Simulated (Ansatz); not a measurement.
# CH₅AlSSi: basis-set convergence

An exercise on one series of results from a longer session: the logs are not shown, and one member is left open.

The runs use Ansatz 0.2.0, Gaussian basis; one geometry, several basis sets.

Plan: PBE0-D4/def2-SVP; ωB97M-V/def2-SVP; PBE0-D4/def2-QZVPP; ωB97M-V/def2-QZVPP; the functionals' def2-TZVPP values are taken from earlier runs.

**The geometry**

The geometry comes from an earlier relaxation with PBE0-D4 in a triple-zeta def2 set; it is a stationary point, not always the lowest conformer.

SMILES `[SH][Al]1[CH2][SiH2]1`, 9 atoms, charge 0, spin multiplicity 1.

Atoms are counted from 1 here; the program's logs count them from 0.

Bond lengths: S1–Al2 2.173 Å, S1–H5 1.345 Å, Al2–C3 1.943 Å, Al2–Si4 2.321 Å, C3–Si4 1.935 Å, C3–H6 1.090 Å, C3–H7 1.096 Å, Si4–H8 1.488 Å, Si4–H9 1.488 Å. Angles: Al2–S1–H5 93.2°, S1–Al2–C3 140.1°, S1–Al2–Si4 166.8°, C3–Al2–Si4 53.1°, Al2–C3–Si4 73.5°, Al2–C3–H6 127.7°, Al2–C3–H7 112.5°, Si4–C3–H6 118.0°, Si4–C3–H7 111.6°, H6–C3–H7 109.1°, Al2–Si4–C3 53.4°, Al2–Si4–H8 119.4°, Al2–Si4–H9 129.6°, C3–Si4–H8 113.2°, C3–Si4–H9 117.1°, H8–Si4–H9 109.5°.

Set-up of the first run:

in.yaml

```yaml
crystal:
  periodic: [false, false, false]
  atoms:
    - {symbol: S, position_ang: [-0.841156, 1.723090, -2.502399]}
    - {symbol: Al, position_ang: [-0.350970, 0.519999, -0.760042]}
    - {symbol: C, position_ang: [1.199084, -0.119521, 0.222071]}
    - {symbol: Si, position_ang: [-0.355999, -0.843348, 1.117869]}
    - {symbol: H, position_ang: [-2.165619, 1.622748, -2.291784]}
    - {symbol: H, position_ang: [1.962976, -0.817736, -0.119660]}
    - {symbol: H, position_ang: [1.675030, 0.669708, 0.815442]}
    - {symbol: H, position_ang: [-0.495334, -2.315758, 0.950700]}
    - {symbol: H, position_ang: [-0.539513, -0.485281, 2.550703]}
basis:
  gaussian: {orbitals: def2-SVP}
hamiltonian: {xc: pbe0, dispersion: d4}
output: {orbitals: {seedname: orbitals}}
```

On the command line:

```sh
$ ansatz run in.yaml --threads 2 --pin off --events-out ev --progress --plain --max-ram 4352MiB
```

Steps of the session up to this table: PBE0-D4 in def2-SVP; ωB97M-V in def2-SVP; PBE0-D4 in def2-QZVPP; ωB97M-V in def2-QZVPP.

One table of the session follows, with a row left open; its other results are not shown here.

It belongs to the step «Functionals by basis». 

| functional | basis | HOMO (eV) | LUMO (eV) |
| --- | --- | --- | --- |
| PBE0-D4 | def2-SVP | -6.15 | -1.49 |
| PBE0-D4 | def2-TZVPP | -6.14 | -1.55 |
| PBE0-D4 | def2-QZVPP | -6.16 | -1.57 |
| ωB97M-V | def2-SVP | -8.06 | 0.31 |
| ωB97M-V | def2-TZVPP | ? | ? |
| ωB97M-V | def2-QZVPP | -8.11 | 0.10 |

Q: Estimate the row for ωB97M-V, def2-TZVPP from the others.

As computed: HOMO (eV): -8.09; LUMO (eV): 0.18. In the column «HOMO (eV)» it lies between ωB97M-V, def2-QZVPP (-8.11) and ωB97M-V, def2-SVP (-8.06).
